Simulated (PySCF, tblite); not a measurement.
# CH₁₀NSSi₃ radical: geometry, infrared bands and EPR parameters

What infrared bands and EPR parameters should CH₁₀NSSi₃ radical (`CS[SiH2]N([SiH2])[SiH3]`) show?

Programs: tblite 0.8.0 and PySCF 2.14.0, with density-fitted response routines of our own. Each step states its level of theory. These are calculated values for one molecule in the gas phase, unless marked as measured. Atoms are numbered from 0 throughout.

### 1 Starting geometry

16 atoms, charge 0, multiplicity 2; geometry from: force field or distance geometry start.

Bonds of the start (Å): C0–S1 1.82, S1–Si2 2.12, Si2–N3 1.80, N3–Si4 1.78, N3–Si5 1.79, C0–H6 1.12, C0–H7 1.12, C0–H8 1.11, Si2–H9 1.48, Si2–H10 1.46, Si4–H11 1.46, Si4–H12 1.46, Si5–H13 1.45, Si5–H14 1.49, Si5–H15 1.45.

### 2 Relaxing the molecule with GFN2-xTB

What the job is given:

```
{"job": {"kind": "relax", "xc": "GFN2-xTB", "basis": "xTB"}, "charge": 0, "multiplicity": 2}
C      3.432900    -0.148200     0.432200
S      2.081100     1.065900     0.348300
Si     0.280300     0.267500    -0.429000
N     -1.017700     0.137700     0.807000
Si    -1.457100    -1.576400     1.001200
Si    -2.374000     1.152900     0.220900
H      4.288300     0.140500    -0.223700
H      3.763600    -0.191300     1.505100
H      3.095300    -1.152500     0.111900
H     -0.198100     1.176400    -1.489000
H      0.413400    -1.046300    -1.045400
H     -1.871500    -2.229800    -0.240000
H     -2.312600    -1.860000     2.149900
H     -3.442700     1.282500     1.195000
H     -1.764100     2.463600    -0.121100
H     -2.924700     0.526500    -0.967200
```

On the command line:

```bash
$ OMP_NUM_THREADS=1 python probes_run.py task.json out
```

This one command runs all jobs of the session in turn.

**Question.** This job is followed by: GFN2-xTB harmonic vibrations, gas phase; UKS B3LYP, pcH-1 on C H N S Si, non-relativistic, mean-field spin-orbit, GIAO. Predict these results of the whole session: strongest single infrared mode (GFN2-xTB); zero-point energy (GFN2-xTB); g(iso) (B3LYP); ⟨S²⟩; largest a(iso) (averaged by class); potential on the surface of density 0.002 e/bohr³, 1st and 99th percentile.

**Answer**, as computed:

| quantity | value |
| --- | --- |
| strongest single infrared mode (GFN2-xTB) | 2260 cm⁻¹, 511 km/mol |
| zero-point energy (GFN2-xTB) | 62.8 kcal/mol |
| g(iso) (B3LYP) | 2.00252 |
| ⟨S²⟩ | 0.751 (exact 0.75) |
| largest a(iso) (averaged by class) | 29Si on Si4, -578.4 MHz |
| potential on the surface of density 0.002 e/bohr³, 1st and 99th percentile | -0.94 V and 1.21 V |

**Reading.** Over 214 steps the energy fell by 0.899 eV; of the close pairs, Si2–N3 changed most, 1.797 to 1.723 Å. The lowest mode is slightly imaginary (13i cm⁻¹), a soft motion within the noise of the Hessian, so the minimum is not strictly shown. The strongest single mode, at 2260 cm⁻¹, moves mainly H14. GFN2-xTB is a fitted tight-binding method: band positions and strengths are rough. Its intensities can rank the bands wrongly. Most of the unpaired spin sits on Si4 (0.87 e). The isotropic g lies 0.2 ppt above the free-electron value. These values are for one conformer; the search (at its own cheap level) found 2 more, at 0.71, 0.84 kcal/mol, and measured spectra average over such forms.
